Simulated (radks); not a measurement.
# Mo²⁴⁺ in [Ar]: an all-electron calculation

One table from this session's results is given with a row withheld; the runs are named, their logs left out.

Method: Dirac Kohn-Sham, LDA (Slater exchange, Perdew-Wang correlation), spin-unpolarised, spherical densities, finite nucleus. Code: radks (a radial shooting solver on a logarithmic mesh, Libxc functionals) version 1.

**Starting point**

```
element            : molybdenum (Z = 42)
charge             : +24
electrons          : 18
configuration      : [Ar]
nuclear rms radius : 4.4091 fm
```

The outer shells:

Mo²⁴⁺
```
[Ne] core
3s [↑↓]
3p [↑↓][↑↓][↑↓]
```

Set-up of the first run:

Settings of this run:

```text
Z 42
configuration [Ar]
relativity Dirac
functional lda,pw
spin unpolarised
j_filling average
nucleus finite rms 4.4091 fm
c 137.035999084
```

Run with:

```bash
$ python run_ks.py task.json out
```

This one command runs every case of the session in turn.

Among the steps run: Self-consistent calculation.

One table of the session follows, with a row left open; its other results are not shown here.

It belongs to the step «Shells». Sizes of the orbitals, from the radial functions (bohr):

| level | <r> | outermost maximum (interpolated) | 90 % within | nodes |
| --- | --- | --- | --- | --- |
| 1s1/2 | 0.03521 | 0.0229 | 0.0631 | 0 |
| 2s1/2 | ? | ? | ? | ? |
| 2p1/2 | 0.1297 | 0.101 | 0.212 | 0 |
| 2p3/2 | 0.1342 | 0.104 | 0.218 | 0 |
| 3s1/2 | 0.3862 | 0.361 | 0.562 | 2 |
| 3p1/2 | 0.3722 | 0.344 | 0.553 | 1 |
| 3p3/2 | 0.3795 | 0.351 | 0.563 | 1 |

Q: Estimate the row for 2s1/2 from the others.

As computed: <r>: 0.1523; outermost maximum (interpolated): 0.129; 90 % within: 0.235; nodes: 1. In the column «<r>» it lies between 2p3/2 (0.1342) and 3p1/2 (0.3722).
